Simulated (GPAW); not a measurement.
# TaN (Fm-3m) in GPAW: further runs

The runs below take TaN through band structure, with PBEsol, PBEsol+U.

Program: GPAW 26.7.0. These are calculated values, not measurements. Logs are shortened: lines on timing, memory, paths and dates and some standing lists are left out, and cuts for length are marked. The log counts tension as positive stress, the text compression.

### 1 Starting point

The structure is cubic, space group Fm-3m (No. 225). The conventional cell has a = 4.358 Å, b = 4.358 Å, c = 4.358 Å, α = 90.00°, β = 90.00°, γ = 90.00°. Ta (site symmetry m-3m) has 6 N at 2.18 Å as nearest neighbours. N (site symmetry m-3m) is surrounded by 6 Ta at 2.18 Å.

### 2 Band structure, PBEsol

Contents of run.py:

```python
from ase.dft.bandgap import bandgap
from ase.io import read, write
from ase.units import GPa
from gpaw import GPAW, PW, setup_paths

setup_paths.insert(0, '.')

atoms = read('TaN.xyz')

calc = GPAW(mode=PW(800),
            xc='PBEsol',
            kpts={'size': (10, 10, 10), 'gamma': True},
            occupations={'name': 'fermi-dirac', 'width': 0.05},
            nbands=19,
            convergence={'density': 1e-05, 'energy': 1e-05},
            maxiter=150,
            txt='gpaw.txt')
atoms.calc = calc
energy = atoms.get_potential_energy()
forces = atoms.get_forces()
stress = atoms.get_stress()
calc.write('gs.gpw')
write('result.traj', atoms)
print(f'Energy: {energy:.6f} eV')
print('Forces (eV/A):')
print(forces.round(4))
print('Stress (GPa):', (stress / GPa).round(3))
print('Fermi level:', round(calc.get_fermi_level(), 4), 'eV')
print(f'Gap: {bandgap(calc)[0]:.4f} eV, direct: {bandgap(calc, direct=True)[0]:.4f} eV')

path = atoms.cell.bandpath('GXWKGLUWLK,UX', npoints=60, eps=1e-4)
bs_calc = calc.fixed_density(kpts=path, symmetry='off', nbands=28,
                             convergence={'bands': 'CBM+6.0', 'eigenstates': 1e-6}, txt='bands.txt')
bs = bs_calc.band_structure()
bs.write('bs.json')
print(f'Gap on the path: {bandgap(bs_calc)[0]:.4f} eV')
```

Contents of TaN.xyz:

```xyz
2
Lattice="0.0000000000 2.1790013100 2.1790013100 2.1790013100 0.0000000000 2.1790013100 2.1790013100 2.1790013100 0.0000000000" Properties=species:S:1:pos:R:3 pbc="T T T"
Ta     2.1790013100      2.1790013100      2.1790013100
N      0.0000000000      0.0000000000      0.0000000000
```

Potentials or basis: PAW data sets generated in the run's folder for this functional, pw.

On the command line:

```
> gpaw-setup -f PBEsol N Ta
> OMP_NUM_THREADS=1 python run.py
```

gpaw.txt:

```text
__  _  _
 | _ |_)|_||  |
 |__||  | ||/\| - 26.7.0

Input parameters:
  mode=PW(ecut=800.0),
  convergence={'density': 1e-05, 'energy': 1e-05},
  kpts=MonkhorstPack(size=(10, 10, 10), gamma=True),
  maxiter=150,
  nbands=19,
  occupations=Occupations(name='fermi-dirac', width=0.05),
  xc=XC(name='PBEsol')

Diagonalizing LCAO Hamiltonian
Converting LCAO to pw mode

              Ta

       N

Atoms  # Å, Bohr magnetons
|   | symbol |        x |        y |        z |    initial magnetic moments |
|---|--------|----------|----------|----------|-----------------------------|
| 0 |     Ta | 2.179001 | 2.179001 | 2.179001 | ( 0.0000,  0.0000,  0.0000) |
| 1 |      N | 0.000000 | 0.000000 | 0.000000 | ( 0.0000,  0.0000,  0.0000) |

Unit cell  # Å
| periodic |        x |        y |        z |  lengths |    angles |
|----------|----------|----------|----------|----------|-----------|
|      yes | 0.000000 | 2.179001 | 2.179001 | 3.081573 | 60.000000 |
|      yes | 2.179001 | 0.000000 | 2.179001 | 3.081573 | 60.000000 |
|      yes | 2.179001 | 2.179001 | 0.000000 | 3.081573 | 60.000000 |

Number of symmetries: 48
Symmetry operations  # r_c * U_cc + t_c -> r_c
|    | kind |            matrix            |
|----|------|------------------------------|
|  0 |  σ   |  1, 0, 0,  1, 0,-1,  1,-1, 0 |
|  1 |  C2  |  1, 0, 0,  1,-1, 0,  1, 0,-1 |
|  2 |  E   |  1, 0, 0,  0, 1, 0,  0, 0, 1 |
|  3 |  σ   |  1, 0, 0,  0, 0, 1,  0, 1, 0 |
|  4 |  C4  |  1, 0,-1,  1, 0, 0,  1,-1, 0 |
|  5 |  S6  |  1, 0,-1,  1,-1, 0,  1, 0, 0 |
|  6 |  σ   |  1, 0,-1,  0, 1,-1,  0, 0,-1 |
|  7 |  C3  |  1, 0,-1,  0, 0,-1,  0, 1,-1 |
|  8 |  S6  |  1,-1, 0,  1, 0, 0,  1, 0,-1 |
|  9 |  C4  |  1,-1, 0,  1, 0,-1,  1, 0, 0 |
| 10 |  C3  |  1,-1, 0,  0,-1, 1,  0,-1, 0 |
| 11 |  σ   |  1,-1, 0,  0,-1, 0,  0,-1, 1 |
| 12 |  σ   |  0, 1, 0,  1, 0, 0,  0, 0, 1 |
| 13 |  C4  |  0, 1, 0,  0, 1,-1, -1, 1, 0 |
| 14 |  C3  |  0, 1, 0,  0, 0, 1,  1, 0, 0 |
| 15 |  S6  |  0, 1, 0, -1, 1, 0,  0, 1,-1 |
| 16 |  C2  |  0, 1,-1,  1, 0,-1,  0, 0,-1 |
| 17 |  σ   |  0, 1,-1,  0, 1, 0, -1, 1, 0 |
| 18 |  S4  |  0, 1,-1,  0, 0,-1,  1, 0,-1 |
| 19 |  C4  |  0, 1,-1, -1, 1, 0,  0, 1, 0 |
| 20 |  C3  |  0, 0, 1,  1, 0, 0,  0, 1, 0 |
| 21 |  σ   |  0, 0, 1,  0, 1, 0,  1, 0, 0 |
| 22 |  S6  |  0, 0, 1,  0,-1, 1, -1, 0, 1 |
| 23 |  C4  |  0, 0, 1, -1, 0, 1,  0,-1, 1 |
| 24 |  S4  |  0, 0,-1,  1, 0,-1,  0, 1,-1 |
| 25 |  C3  |  0, 0,-1,  0, 1,-1,  1, 0,-1 |
| 26 |  C2  |  0, 0,-1,  0,-1, 0, -1, 0, 0 |
| 27 |  S6  |  0, 0,-1, -1, 0, 0,  0,-1, 0 |
| 28 |  S4  |  0,-1, 1,  1,-1, 0,  0,-1, 0 |
| 29 |  C4  |  0,-1, 1,  0, 0, 1, -1, 0, 1 |
| 30 |  C2  |  0,-1, 1,  0,-1, 0,  1,-1, 0 |
| 31 |  σ   |  0,-1, 1, -1, 0, 1,  0, 0, 1 |
| 32 |  C3  |  0,-1, 0,  1,-1, 0,  0,-1, 1 |
| 33 |  S6  |  0,-1, 0,  0, 0,-1, -1, 0, 0 |
| 34 |  S4  |  0,-1, 0,  0,-1, 1,  1,-1, 0 |
| 35 |  C2  |  0,-1, 0, -1, 0, 0,  0, 0,-1 |
| 36 |  C2  | -1, 1, 0,  0, 1, 0,  0, 1,-1 |
| 37 |  S6  | -1, 1, 0,  0, 1,-1,  0, 1, 0 |
| 38 |  S4  | -1, 1, 0, -1, 0, 1, -1, 0, 0 |
| 39 |  C3  | -1, 1, 0, -1, 0, 0, -1, 0, 1 |
| 40 |  S6  | -1, 0, 1,  0, 0, 1,  0,-1, 1 |
| 41 |  C2  | -1, 0, 1,  0,-1, 1,  0, 0, 1 |
| 42 |  C3  | -1, 0, 1, -1, 1, 0, -1, 0, 0 |
| 43 |  S4  | -1, 0, 1, -1, 0, 0, -1, 1, 0 |
| 44 |  C2  | -1, 0, 0,  0, 0,-1,  0,-1, 0 |
| 45 |  i   | -1, 0, 0,  0,-1, 0,  0, 0,-1 |
| 46 |  σ   | -1, 0, 0, -1, 1, 0, -1, 0, 1 |
| 47 |  C2  | -1, 0, 0, -1, 0, 1, -1, 1, 0 |

BZ-sampling:
  Number of BZ points: 1000
  Number of IBZ points: 47

  Monkhorst-Pack size: [10, 10, 10]
  Monkhorst-Pack shift: [0.05, 0.05, 0.05]

K-points  # in reciprocal-cell coordinates
|     |                                coordinates |     weight |
|-----|--------------------------------------------|------------|
|   0 | (  0.00000000,   0.00000000,   0.00000000) | 0.00100000 |
|   1 | (  0.10000000,   0.10000000,   0.00000000) | 0.00600000 |
|   2 | (  0.10000000,   0.10000000,   0.10000000) | 0.00800000 |
|   3 | (  0.20000000,   0.10000000,   0.10000000) | 0.01200000 |
|   4 | (  0.20000000,   0.20000000,   0.00000000) | 0.00600000 |
|   5 | (  0.20000000,   0.20000000,   0.10000000) | 0.02400000 |
|   6 | (  0.20000000,   0.20000000,   0.20000000) | 0.00800000 |
|   7 | (  0.30000000,   0.20000000,   0.10000000) | 0.02400000 |
|   8 | (  0.30000000,   0.20000000,   0.20000000) | 0.02400000 |
|   9 | (  0.30000000,   0.30000000,   0.00000000) | 0.00600000 |
| ... |                                            |            |
|  46 | (  0.50000000,   0.50000000,   0.50000000) | 0.00400000 |

Plane wave coefficients: 1090
Cutoff: 800.0 eV

Spin-components: 1 (collinear spins)
Bands:           19
Projectors:      11
Spin-degeneracy: 2
Datatype:        complex128

Parallelization:
  kpt:    1
  domain: 1
  band:   1

Density:
  Valence electrons: 18.0
  Components: 1
  Grid points: [21 21 21]
  Charge: 0.0  # |e|

Potential:
  Grid points: [21 21 21]

species:
  Ta:
    name:    Tantalum
    Z:       73.0
    valence: 13
    core:    60
    charge:  0.0  # [|e|]
    compensation charges:
      type: gauss
      rc: 0.42  # [Å]
      lmax: 2
    cutoffs:
      filter: 2.36  # [Å]
      core: 3.45  # [Å]
    projectors
    | kind |    occ | energy [eV] | rcut [Å] |
    |------|--------|-------------|----------|
    |   5s |  2.000 |     -72.818 |    1.365 |
    |   6s |  2.000 |      -5.457 |    1.365 |
    |   5p |  6.000 |     -39.444 |    1.349 |
    |   6p |  0.000 |      -1.369 |    1.349 |
    |   5d |  3.000 |      -3.632 |    1.307 |
    |    d |        |      23.579 |    1.307 |

    Using partial waves for Ta as LCAO basis

  N:
    name:    Nitrogen
    Z:       7.0
    valence: 5
    core:    2
    charge:  0.0  # [|e|]
    compensation charges:
      type: gauss
      rc: 0.18  # [Å]
      lmax: 2
    cutoffs:
      filter: 1.11  # [Å]
      core: 0.96  # [Å]
    projectors
    | kind |    occ | energy [eV] | rcut [Å] |
    |------|--------|-------------|----------|
    |   2s |  2.000 |     -18.455 |    0.603 |
    |   2p |  3.000 |      -7.035 |    0.529 |
    |    s |        |       8.756 |    0.603 |
    |    p |        |      20.177 |    0.529 |
    |    d |        |       0.000 |    0.577 |

    Using partial waves for N as LCAO basis

Reference energy: -425522.110399  # eV

eigensolver:
  PPCG
  Converge bands: occupied
  niter=2

density mixing:
  MSR1-Mixer
  Pratt-step length: 0.05
  Maximum mixing coefficient: 0.75
  Old densities: 10
  SVD Regularization: 0.005
  Good broyden scale: 1.0
  Trust region scale: 1.0
  Backstep threshold: 4.0
  History deletion threshold: 6.0
  Fourier metric: weight=20.0, sigma=0.015

occupation numbers:
  Fermi-Dirac:
    width: 0.0500  # eV

poisson solver:
  ecut: 6400.0  # eV

xc functional:
  name: PBEsol with 2 nearest neighbor stencil

convergence criteria:
- Maximum integral of absolute [dens]ity change: 1e-05 electrons / valence electron
- Maximum [total energy] change in last 3 cyles: 1e-05 eV / valence electron
- Maximum integral of absolute [eigenst]ate change: 4e-08 eV^2 / valence electron
maximum number of iterations: 150

SCF iterations
|iter     | |      energy | eigst |  dens |
|---------|-|-------------|-------|-------|
|iter:   1| |  -22.980157 | +0.27 |       |
|iter:   2| |  -22.497110 | -2.47 | -0.97 |
|iter:   3| |  -21.356049 | -1.57 | -1.03 |
|iter:   4| |  -21.363031 | -3.26 | -1.74 |
|iter:   5| |  -21.369626 | -3.57 | -1.96 |
|iter:   6| |  -21.369625 | -5.37 | -3.02 |
|iter:   7| |  -21.369628c| -7.13 | -3.72 |
|iter:   8| |  -21.369630c| -7.92c| -4.25 |
|iter:   9| |  -21.369629c| -8.64c| -5.23c|

Converged in 9 steps
Energy contributions relative to reference atoms: (reference = -425522.110399)

Energy contributions:
  Kinetic:          20.078674
  Coulomb:         -19.792236
  Zero:             -0.090612
  External:          0.000000
  Xc:              -21.562569
  Entropy:          -0.005773
  Spinorbit:         0.000000
  ----------------------------
  Free energy:     -21.372516
  Extrapolated:    -21.369629

dipole moment: (-10.807815, -10.807815, -10.807815)  # |e|*Ang

Fermi level: 15.876
Eigenvalues  # (at kpt = [0.000, 0.000, 0.000])
| band index |      eig [eV] | occ [0-2] |
|------------|---------------|-----------|
|          0 |       -53.404 |     2.000 |
|        ... |               |           |
|          3 |       -19.839 |     2.000 |
|          4 |        -3.105 |     2.000 |
|          5 |        11.988 |     2.000 |
|          6 |        11.988 |     2.000 |
|          7 |        11.988 |     2.000 |
|          8 |        13.659 |     2.000 |
[... 8 lines left out ...]
|         17 |        40.455 |     0.000 |
|         18 |        42.857 |     0.000 |

No gap
No difference between direct/indirect transitions

Forces  # eV/Ang
|        x |       y |        z |
|----------|---------|----------|
|  0.00000 | 0.00000 |  0.00000 |  # Ta   0
| -0.00000 | 0.00000 | -0.00000 |  # N    1

Stress tensor  # eV/Ang^3
|         x |         y |         z |
|-----------|-----------|-----------|
| -0.025108 | -0.000000 |  0.000000 |
| -0.000000 | -0.025108 | -0.000000 |
|  0.000000 | -0.000000 | -0.025108 |

# Writing to gs.gpw (mode='')
```

Wall time 44 s (1 thread of Arm Neoverse V1, shared host); peak memory 0.23 GiB.

Results:

| Property | Result |
| --- | --- |
| Free energy | -21.3725 eV |
| Pressure | 4.0 GPa |
| Band gap along the path | none (metal or under the smearing width) |

Levels at the corners of the path, in eV from the Fermi level:
| point | band 6 | band 7 | band 8 | band 9 | band 10 | band 11 | band 12 | band 13 |
| --- | --- | --- | --- | --- | --- | --- | --- | --- |
| Γ | -3.89 | -3.89 | -3.89 | -2.22 | -2.22 | -2.22 | 0.02 | 0.02 |
| X | -6.69 | -5.69 | -4.69 | -4.69 | 2.15 | 3.67 | 3.67 | 4.83 |
| W | -7.62 | -6.89 | -6.89 | -0.21 | -0.21 | 3.69 | 4.28 | 4.68 |
| K | -7.85 | -6.89 | -6.30 | -2.32 | 2.54 | 2.63 | 4.80 | 5.19 |
| Γ | -3.89 | -3.89 | -3.89 | -2.22 | -2.22 | -2.22 | 0.02 | 0.02 |
| L | -10.60 | -7.77 | -7.77 | 1.96 | 1.96 | 2.08 | 3.84 | 7.80 |
| U | -7.85 | -6.89 | -6.30 | -2.32 | 2.54 | 2.63 | 4.80 | 5.19 |
| W | -7.62 | -6.89 | -6.89 | -0.21 | -0.21 | 3.69 | 4.28 | 4.68 |
| L | -10.60 | -7.77 | -7.77 | 1.96 | 1.96 | 2.08 | 3.84 | 7.80 |
| K | -7.85 | -6.89 | -6.30 | -2.32 | 2.54 | 2.63 | 4.80 | 5.19 |
| U | -7.85 | -6.89 | -6.30 | -2.32 | 2.54 | 2.63 | 4.80 | 5.19 |
| X | -6.69 | -5.69 | -4.69 | -4.69 | 2.15 | 3.67 | 3.67 | 4.83 |

Caveat: spin-orbit coupling is left out, which moves the levels of the heavy elements.

### 3 Band structure, PBEsol+U

Edit run.py of step 2 so:

```diff
@@ -13,2 +13,3 @@
             occupations={'name': 'fermi-dirac', 'width': 0.05},
+            setups={'Ta': ':d,1.0'},
             nbands=19,
```

TaN.xyz is that of step 2.

Potentials or basis: PAW data sets generated in the run's folder for this functional, pw.

On the command line:

```
> gpaw-setup -f PBEsol N Ta
> OMP_NUM_THREADS=1 python run.py
```

Run time: 44 s. Hardware: 1 thread of Arm Neoverse V1, shared host; peak memory 0.23 GiB.

The run converged. Its results:

```
Free energy             : -20.2455 eV
Pressure                : 6.6 GPa
Band gap along the path : none (metal or under the smearing width)
```

Levels at the corners of the path, in eV from the Fermi level:
```tsv
point	band 7	band 8	band 9	band 10	band 11	band 12
Γ	-3.92	-3.92	-2.21	-2.21	-2.21	0.15
X	-5.70	-4.73	-4.73	2.30	3.69	3.69
W	-6.94	-6.94	-0.22	-0.22	3.71	4.40
K	-6.94	-6.30	-2.34	2.55	2.65	4.91
Γ	-3.92	-3.92	-2.21	-2.21	-2.21	0.15
L	-7.74	-7.74	1.98	1.98	2.07	3.75
U	-6.94	-6.30	-2.34	2.55	2.65	4.91
W	-6.94	-6.94	-0.22	-0.22	3.71	4.40
L	-7.74	-7.74	1.98	1.98	2.07	3.75
K	-6.94	-6.30	-2.34	2.55	2.65	4.91
U	-6.94	-6.30	-2.34	2.55	2.65	4.91
X	-5.70	-4.73	-4.73	2.30	3.69	3.69
```

Caveat: spin-orbit coupling is left out, which moves the levels of the heavy elements; U without spin polarisation on a metal has little footing.
